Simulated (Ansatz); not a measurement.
**TiCl (quartet): the correlation ladder, def2-QZVPP**

An exercise on one series of results from a longer session: the logs are not shown, and one member is left open.

The runs use Ansatz 0.2.0, Gaussian basis; def2-QZVPP, core rule «outside noble gas», up to 14 orbitals frozen.

Plan: UHF; ROHF; CCSD(T) on UHF.

### The system

The geometry is a PBE0/def2-TZVP stationary point (not a proven minimum) of the parent state, kept for this charge and spin.

2 atoms, charge 0, spin multiplicity 4.

Atoms are counted from 1 here; the program's logs count them from 0.

No contacts short enough for the rule that draws bonds.

Coordinates:

```xyz
2
charge 0, multiplicity 4
Ti    0.0000    0.0000    0.0000
Cl    0.0000    0.0000    3.2806
```

Set-up of the first run:

in.yaml reads:

```yaml
crystal:
  periodic: [false, false, false]
  atoms:
    - {symbol: Ti, position_ang: [0.000000, 0.000000, 0.000000]}
    - {symbol: Cl, position_ang: [0.000000, 0.000000, 3.280600]}
basis:
  gaussian: {orbitals: "def2-QZVPP.json"}
magnetization: {spin_polarized: true, initial_magnetization: 3}
hamiltonian: {xc: hf}
output: {orbitals: {seedname: orbitals}}
```

Launch:

```
$ ansatz run in.yaml --threads 1 --pin off --events-out ev --progress --plain --max-ram 4096MiB --backend cpu
```

Steps of the session up to this table: UHF; ROHF; CCSD(T) on UHF.

One table of the session follows, with a row left open; its other results are not shown here.

```
  method  from UCCSD(T) (meV)
    ROHF              +7543.7
     UHF                    ?
    UMP2               +853.5
   UCCSD               +331.7
UCCSD(T)                    0
```

Estimate the missing values for UHF.

**Answer.** from UCCSD(T) (meV): +7398.6. In the column «from UCCSD(T) (meV)» it lies between UMP2 (+853.5) and ROHF (+7543.7).
